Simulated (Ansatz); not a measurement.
# F4MoO: the cost of one run

Method: the settings change from run to run; program: Ansatz 0.2.0, Gaussian basis.

### Step 1. The relaxed structure

The structure was relaxed beforehand with PBE0-D4 in a triple-zeta def2 set. Mo takes a core potential in def2 sets; no spin-orbit term is included.

SMILES `[O]=[Mo]([F])([F])([F])[F]`, 6 atoms, charge 0, spin multiplicity 1.

Atoms are counted from 1 here; the program's logs count them from 0.

Bond lengths: O1–Mo2 1.668 Å, Mo2–F3 1.807 Å, Mo2–F4 1.807 Å, Mo2–F5 1.807 Å, Mo2–F6 1.904 Å. Angles: O1–Mo2–F3 94.2°, O1–Mo2–F4 94.3°, O1–Mo2–F5 94.2°, O1–Mo2–F6 179.9°, F3–Mo2–F4 119.4°, F3–Mo2–F5 119.5°, F3–Mo2–F6 85.8°, F4–Mo2–F5 119.4°, F4–Mo2–F6 85.8°, F5–Mo2–F6 85.8°.

### Step 2. wB97/def2-TZVPP

Options: atoms shaken by 0.15 Å, high accuracy.

in.yaml reads:

```yaml
crystal:
  periodic: [false, false, false]
  atoms:
    - {symbol: O, position_ang: [1.480120, -0.667015, -1.018429]}
    - {symbol: Mo, position_ang: [-0.007565, -0.140373, -0.077960]}
    - {symbol: F, position_ang: [-0.390847, -1.544134, 0.495705]}
    - {symbol: F, position_ang: [-0.741694, 0.925226, -1.604926]}
    - {symbol: F, position_ang: [1.265840, 0.796313, 1.251437]}
    - {symbol: F, position_ang: [-1.290279, 0.540976, 0.932367]}
basis:
  gaussian: {orbitals: def2-TZVPP}
hamiltonian: {xc: {name: wB97}}
accuracy: high
output: {forces: true}
```

On the command line:

```console
$ ansatz run in.yaml --threads 4 --pin off --events-out ev --progress --plain --max-ram 10444MiB
```

**Question.** How long does this run take on 4 threads of Arm Neoverse V1, shared host, and how much memory does it need?

About 28 s, with a peak of 1.5 GiB.
